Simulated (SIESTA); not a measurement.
HPbNO4:

```
H Pb N O
1.0
     4.92453    0.00000    0.00000
     0.00000    5.59720    0.00000
     0.00000    0.00000    7.24347
H Pb N O
2 2 2 8
Direct
  0.00000 0.50000 0.19317
  0.50000 0.00000 0.80683
  0.50000 0.50000 0.95257
  0.00000 0.00000 0.04743
  0.00000 0.00000 0.63654
  0.50000 0.50000 0.36346
  0.00000 0.50000 0.05860
  0.50000 0.00000 0.94140
  0.00000 0.19569 0.72995
  0.00000 0.80431 0.72995
  0.00000 0.00000 0.46750
  0.50000 0.69569 0.27005
  0.50000 0.30431 0.27005
  0.50000 0.50000 0.53250
```

The cell was built by a generator and needn't be a form met in nature.

* Program: SIESTA 5.4.2
* Task: single point
* Functional: PBE
* Potentials or basis: PseudoDojo 0.4 standard (PBE files)
* Basis: DZP (energy shift 0.003 Ry; two zetas on semicore shells)
* Grid cutoff: 800 Ry
* Energy shift: 0.003 Ry
* k mesh: 6 × 5 × 4
* Occupations: fermi-dirac, width 0.05 eV
* Spin: no spin polarisation

On this cell: pressure 2.6 GPa; largest force 1.466 eV/Å; band gap on the k mesh 2.75 eV, indirect (least direct gap 2.94 eV).

The same run follows on a disturbed copy (atoms moved at random, drawn with an rms of 0.05 Å):

```
CELL_PARAMETERS angstrom
4.92453 0.00000 0.00000
0.00000 5.59720 0.00000
0.00000 0.00000 7.24347
ATOMIC_POSITIONS crystal
H 0.98800 0.49312 0.19716
H 0.49597 0.99291 0.80987
Pb 0.50953 0.50392 0.95284
Pb 0.00273 0.99445 0.04477
N 0.98936 0.99029 0.63622
N 0.50277 0.50749 0.36308
O 0.98904 0.49702 0.05672
O 0.49751 0.00261 0.93695
O 0.99498 0.19918 0.73060
O 0.99439 0.80755 0.73312
O 0.98256 0.99405 0.46564
O 0.50048 0.69700 0.26671
O 0.49868 0.31595 0.27062
O 0.49776 0.49949 0.52753
```

Q: What does the disturbed cell give?

A: The energy moves by +33.5 meV/atom; pressure 4.6 GPa; largest force 4.177 eV/Å; band gap on the k mesh 2.68 eV, indirect (least direct gap 2.85 eV).

Forces in eV/Å, atoms in the order of the input:
```
H    0.000  0.056 -1.238
H   -0.039 -0.042 -3.612
Pb  -0.163 -0.284 -0.294
Pb   0.015  0.373  0.364
N    0.111  3.831 -0.379
N   -0.419 -0.394 -1.863
O    0.218  0.005  1.291
O    0.057  0.059  3.656
O   -0.057 -0.692 -0.423
O    0.005 -3.007  0.931
O   -0.029 -0.357 -0.444
O    0.111  2.609 -0.552
O    0.103 -2.784 -1.566
O    0.087  0.626  4.129
```

Stress tensor (GPa, compression positive):
```
 0.06 -0.03 -0.01
-0.03  5.81 -0.28
-0.01 -0.28  8.05
```

Caveats: spin-orbit coupling is left out, which as a rule narrows the gap of such compounds by several tenths of an eV; an odd mesh through Γ misses points on the zone boundary, where band edges often lie; the basis of atomic orbitals isn't converged, which shifts pressures, moduli and gaps; forces of over 1 eV/Å show positions far from the minimum, so gaps and moduli don't describe the material at rest (some runs).
